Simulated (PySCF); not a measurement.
# H8O4Tl (Tl(H2O)43+): the cost of one run

Method: PBE0, Tl def2-SVP with ECP60, O def2-SVP, H def2-SVP; scalar-relativistic core potentials, no spin–orbit coupling; program: PySCF 2.14.0.

1 further run of the same task is left out (for a known fault of the program).

## (1) The system as given

13 atoms, charge 3, spin multiplicity 1.

Bond lengths: Tl1–O2 2.189 Å, Tl1–O5 2.189 Å, Tl1–O8 2.189 Å, Tl1–O11 2.189 Å, O2–H3 0.984 Å, O2–H4 0.985 Å, O5–H6 0.985 Å, O5–H7 0.985 Å, O8–H9 0.985 Å, O8–H10 0.984 Å, O11–H12 0.985 Å, O11–H13 0.985 Å. Angles: O2–Tl1–O5 109.8°, O2–Tl1–O8 108.8°, O2–Tl1–O11 109.8°, O5–Tl1–O8 109.8°, O5–Tl1–O11 108.8°, O8–Tl1–O11 109.8°, Tl1–O2–H3 125.7°, Tl1–O2–H4 125.3°, H3–O2–H4 108.8°, Tl1–O5–H6 125.3°, Tl1–O5–H7 125.7°, H6–O5–H7 108.8°, Tl1–O8–H9 125.3°, Tl1–O8–H10 125.7°, H9–O8–H10 108.8°, Tl1–O11–H12 125.7°, Tl1–O11–H13 125.3°, H12–O11–H13 108.8°.

As a file:

| atom | x (Å) | y (Å) | z (Å) |
| --- | --- | --- | --- |
| Tl1 | 0.0002 | 0.0000 | 0.0000 |
| O2 | 1.2750 | 1.2922 | 1.2237 |
| H3 | 2.0745 | 1.0060 | 1.7208 |
| H4 | 1.1836 | 2.2693 | 1.3053 |
| O5 | -1.2744 | -1.2240 | 1.2923 |
| H6 | -1.1832 | -1.3052 | 2.2692 |
| H7 | -2.0756 | -1.7195 | 1.0057 |
| O8 | 1.2750 | -1.2922 | -1.2237 |
| H9 | 1.1836 | -2.2693 | -1.3053 |
| H10 | 2.0745 | -1.0060 | -1.7208 |
| O11 | -1.2744 | 1.2240 | -1.2923 |
| H12 | -2.0756 | 1.7195 | -1.0057 |
| H13 | -1.1832 | 1.3052 | -2.2692 |

Formal oxidation states: Tl +3. An earlier session relaxed this geometry at PBE0, Tl def2-SVP with ECP60, O def2-SVP, H def2-SVP (singlet, point group D2).

Its energy there is -476.386082 Eh.

## (2) One electron removed, multiplicity 2

The input, run.py (the lines that set the calculation):

```python
mol = gto.M(atom='''
Tl     0.00018     0.00000     0.00000
O      1.27497     1.29223     1.22372
H      2.07445     1.00599     1.72079
H      1.18362     2.26926     1.30526
O     -1.27436    -1.22397     1.29228
H     -1.18318    -1.30518     2.26924
H     -2.07560    -1.71951     1.00566
O      1.27497    -1.29223    -1.22372
H      1.18362    -2.26926    -1.30526
H      2.07445    -1.00599    -1.72079
O     -1.27436     1.22397    -1.29228
H     -2.07560     1.71951    -1.00566
H     -1.18318     1.30518    -2.26924''',
    basis={'Tl': 'def2-SVP', 'O': 'def2-SVP', 'H': 'def2-SVP'},
    ecp={'Tl': 'def2-SVP'},
    charge=4, spin=1)
mf = dft.UKS(mol, xc='PBE0')
mf.grids.atom_grid = (50, 194)
mf = mf.density_fit()  # fitting sets: Tl def2-universal-JKFIT, O def2-universal-JKFIT, H def2-universal-JKFIT
mf.conv_tol = 1e-08; mf.max_cycle = 55
mf.kernel(dm0)  # dm0: the density of the relaxed state
```

On the command line:

```bash
$ OMP_NUM_THREADS=2 python run.py
```

**Question.** How long does this run take on 2 threads of Intel Xeon Platinum 8259CL at 2.50GHz (Skylake/Cascade Lake), shared host?

About 8.2 s.
